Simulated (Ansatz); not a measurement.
# AlClFH2N: the cost of one run

Program: Ansatz 0.2.0. Level of theory: RKS LDA/STO-3G. These are calculated values, not measurements.

## Step 1: The system as given

Bond lengths: Al1–F2 1.690 Å, Al1–N3 1.920 Å, N3–H4 1.060 Å, N3–H5 1.060 Å, Al1–Cl6 2.230 Å. Angles: F2–Al1–N3 120.0°, F2–Al1–Cl6 120.0°, N3–Al1–Cl6 120.0°, Al1–N3–H4 120.0°, Al1–N3–H5 120.0°, H4–N3–H5 120.0°.

As a file:

```xyz
6

Al    0.0000    0.0000    0.0000
F     0.0000    0.0000    1.6900
N     1.6627    0.0000   -0.9600
H     2.1293   -0.9179   -1.2118
H     2.1141    0.9179   -1.2382
Cl   -1.9312    0.0000   -1.1150
```

## Step 2: Preparing the start

input.yaml

```yaml
crystal:
  periodic: [false, false, false]
  atoms:
    - { symbol: Al, position_ang: [0.0, 0.0, 0.0] }
    - { symbol: F, position_ang: [0.0, 0.0, 1.69] }
    - { symbol: "N", position_ang: [1.6627, 0.0, -0.96] }
    - { symbol: H, position_ang: [2.1293, -0.9179, -1.2118] }
    - { symbol: H, position_ang: [2.1141, 0.9179, -1.2382] }
    - { symbol: Cl, position_ang: [-1.9312, 0.0, -1.115] }
basis:
  gaussian: { orbitals: STO-3G }
hamiltonian:
  xc: lda
relax:
  f_tol: 0.02
  max_steps: 40
```

Launch:

```bash
ansatz run input.yaml --threads 1 --pin off --max-ram 2048MiB --backend cpu --events-out ev --progress --plain --runs-dir out
```

**Question.** How long does this run take on 1 thread of Arm Neoverse V2, shared host, and how much memory does it need?

About 19 s, with a peak of 0.12 GiB.
